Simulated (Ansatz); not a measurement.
# Li26PbF27 (Griceite): the cost of one run

Method: DFT, PBE, plane-wave PAW, default files, scalar-relativistic, as far as a step names no other, in Ansatz 0.2.0.

## (1) The structure to begin with

Symmetry: Fm-3m, No. 225, cubic system. Conventional cell: a = 12.084 Å, b = 12.084 Å, c = 12.084 Å, α = 90.00°, β = 90.00°, γ = 90.00°. Pb (site symmetry m-3m) is surrounded by 6 F at 2.01 Å. Li (site symmetry mm2) has 6 F at 2.01 Å as nearest neighbours. Li (site symmetry 3m) is surrounded by 6 F at 2.01 Å. Li (site symmetry 4mm) has 6 F at 2.01 Å as nearest neighbours. F (site symmetry 3m) has 6 Li at 2.01 Å as nearest neighbours. F (site symmetry 4mm) has 5 Li at 2.01 Å and 1 Pb at 2.01 Å as nearest neighbours. Around F (site symmetry mm2) lie 6 Li at 2.01 Å. F (site symmetry m-3m) is surrounded by 6 Li at 2.01 Å.

Structure file:

```xyz
54
Lattice="0.0000 6.0420 6.0420 6.0420 0.0000 6.0420 6.0420 6.0420 0.0000" Properties=species:S:1:pos:R:3 pbc="T T T"
Pb    0.0000    0.0000    0.0000
Li    2.0140    2.0140    0.0000
Li    4.0280    4.0280    0.0000
Li    2.0140    0.0000    2.0140
Li    4.0280    2.0140    2.0140
Li    6.0420    4.0280    2.0140
Li    4.0280    0.0000    4.0280
Li    6.0420    2.0140    4.0280
Li    8.0560    4.0280    4.0280
Li    0.0000    2.0140    2.0140
Li    2.0140    4.0280    2.0140
Li    4.0280    6.0420    2.0140
Li    2.0140    2.0140    4.0280
Li    4.0280    4.0280    4.0280
Li    6.0420    6.0420    4.0280
Li    4.0280    2.0140    6.0420
Li    6.0420    4.0280    6.0420
Li    8.0560    6.0420    6.0420
Li    0.0000    4.0280    4.0280
Li    2.0140    6.0420    4.0280
Li    4.0280    8.0560    4.0280
Li    2.0140    4.0280    6.0420
Li    4.0280    6.0420    6.0420
Li    6.0420    8.0560    6.0420
Li    4.0280    4.0280    8.0560
Li    6.0420    6.0420    8.0560
Li    8.0560    8.0560    8.0560
F     2.0140    2.0140    2.0140
F     4.0280    4.0280    2.0140
F     6.0420    6.0420    2.0140
F     4.0280    2.0140    4.0280
F     6.0420    4.0280    4.0280
F     8.0560    6.0420    4.0280
F     6.0420    2.0140    6.0420
F     8.0560    4.0280    6.0420
F    10.0700    6.0420    6.0420
F     2.0140    4.0280    4.0280
F     4.0280    6.0420    4.0280
F     6.0420    8.0560    4.0280
F     4.0280    4.0280    6.0420
F     6.0420    6.0420    6.0420
F     8.0560    8.0560    6.0420
F     6.0420    4.0280    8.0560
F     8.0560    6.0420    8.0560
F    10.0700    8.0560    8.0560
F     2.0140    6.0420    6.0420
F     4.0280    8.0560    6.0420
F     6.0420   10.0700    6.0420
F     4.0280    6.0420    8.0560
F     6.0420    8.0560    8.0560
F     8.0560   10.0700    8.0560
F     6.0420    6.0420   10.0700
F     8.0560    8.0560   10.0700
F    10.0700   10.0700   10.0700
```

Atom 1 of the input is the impurity.

## (2) Single point at the given positions

Contents of input.yaml:

```yaml
crystal:
  lattice:
    - [0.0, 6.042, 6.042]
    - [6.042, 0.0, 6.042]
    - [6.042, 6.042, 0.0]
  atoms:
    - { symbol: Pb, position: [0.0, 0.0, 0.0], spin: 1.0 }
    - { symbol: Li, position: [0.0, 0.0, 0.3333333333] }
    - { symbol: Li, position: [0.0, 0.0, 0.6666666667] }
    - { symbol: Li, position: [0.0, 0.3333333333, 0.0] }
    - { symbol: Li, position: [0.0, 0.3333333333, 0.3333333333] }
    - { symbol: Li, position: [0.0, 0.3333333333, 0.6666666667] }
    - { symbol: Li, position: [0.0, 0.6666666667, 0.0] }
    - { symbol: Li, position: [0.0, 0.6666666667, 0.3333333333] }
    - { symbol: Li, position: [0.0, 0.6666666667, 0.6666666667] }
    - { symbol: Li, position: [0.3333333333, 0.0, 0.0] }
    - { symbol: Li, position: [0.3333333333, 0.0, 0.3333333333] }
    - { symbol: Li, position: [0.3333333333, 0.0, 0.6666666667] }
    - { symbol: Li, position: [0.3333333333, 0.3333333333, 0.0] }
    - { symbol: Li, position: [0.3333333333, 0.3333333333, 0.3333333333] }
    - { symbol: Li, position: [0.3333333333, 0.3333333333, 0.6666666667] }
    - { symbol: Li, position: [0.3333333333, 0.6666666667, 0.0] }
    - { symbol: Li, position: [0.3333333333, 0.6666666667, 0.3333333333] }
    - { symbol: Li, position: [0.3333333333, 0.6666666667, 0.6666666667] }
    - { symbol: Li, position: [0.6666666667, 0.0, 0.0] }
    - { symbol: Li, position: [0.6666666667, 0.0, 0.3333333333] }
    - { symbol: Li, position: [0.6666666667, 0.0, 0.6666666667] }
    - { symbol: Li, position: [0.6666666667, 0.3333333333, 0.0] }
    - { symbol: Li, position: [0.6666666667, 0.3333333333, 0.3333333333] }
    - { symbol: Li, position: [0.6666666667, 0.3333333333, 0.6666666667] }
    - { symbol: Li, position: [0.6666666667, 0.6666666667, 0.0] }
    - { symbol: Li, position: [0.6666666667, 0.6666666667, 0.3333333333] }
    - { symbol: Li, position: [0.6666666667, 0.6666666667, 0.6666666667] }
    - { symbol: F, position: [0.1666666667, 0.1666666667, 0.1666666667] }
    - { symbol: F, position: [0.1666666667, 0.1666666667, 0.5] }
    - { symbol: F, position: [0.1666666667, 0.1666666667, 0.8333333333] }
    - { symbol: F, position: [0.1666666667, 0.5, 0.1666666667] }
    - { symbol: F, position: [0.1666666667, 0.5, 0.5] }
    - { symbol: F, position: [0.1666666667, 0.5, 0.8333333333] }
    - { symbol: F, position: [0.1666666667, 0.8333333333, 0.1666666667] }
    - { symbol: F, position: [0.1666666667, 0.8333333333, 0.5] }
    - { symbol: F, position: [0.1666666667, 0.8333333333, 0.8333333333] }
    - { symbol: F, position: [0.5, 0.1666666667, 0.1666666667] }
    - { symbol: F, position: [0.5, 0.1666666667, 0.5] }
    - { symbol: F, position: [0.5, 0.1666666667, 0.8333333333] }
    - { symbol: F, position: [0.5, 0.5, 0.1666666667] }
    - { symbol: F, position: [0.5, 0.5, 0.5] }
    - { symbol: F, position: [0.5, 0.5, 0.8333333333] }
    - { symbol: F, position: [0.5, 0.8333333333, 0.1666666667] }
    - { symbol: F, position: [0.5, 0.8333333333, 0.5] }
    - { symbol: F, position: [0.5, 0.8333333333, 0.8333333333] }
    - { symbol: F, position: [0.8333333333, 0.1666666667, 0.1666666667] }
    - { symbol: F, position: [0.8333333333, 0.1666666667, 0.5] }
    - { symbol: F, position: [0.8333333333, 0.1666666667, 0.8333333333] }
    - { symbol: F, position: [0.8333333333, 0.5, 0.1666666667] }
    - { symbol: F, position: [0.8333333333, 0.5, 0.5] }
    - { symbol: F, position: [0.8333333333, 0.5, 0.8333333333] }
    - { symbol: F, position: [0.8333333333, 0.8333333333, 0.1666666667] }
    - { symbol: F, position: [0.8333333333, 0.8333333333, 0.5] }
    - { symbol: F, position: [0.8333333333, 0.8333333333, 0.8333333333] }
magnetization:
  spin_polarized: true
kpoints:
  mp_grid: { grid: [3, 3, 3] }
scf:
  occupations: { method: fermi_dirac, width: 0.01 }
hamiltonian:
  xc: pbe
  pseudopotentials: { kind: paw }
output:
  forces: true
  stress: true
  populations: true
  efg: { quadrupole_moments_barn: { Li: -0.0401 }, contact_densities: true }
```

Launch:

```sh
$ ansatz run input.yaml --threads 1 --pin off --max-ram 3072MiB --backend cpu --events-out ev --progress --plain --runs-dir out
```

What time and memory should one allow on 1 thread of Intel Xeon 6975P-C (Granite Rapids), shared host?

About 65 s, with a peak of 1.5 GiB.
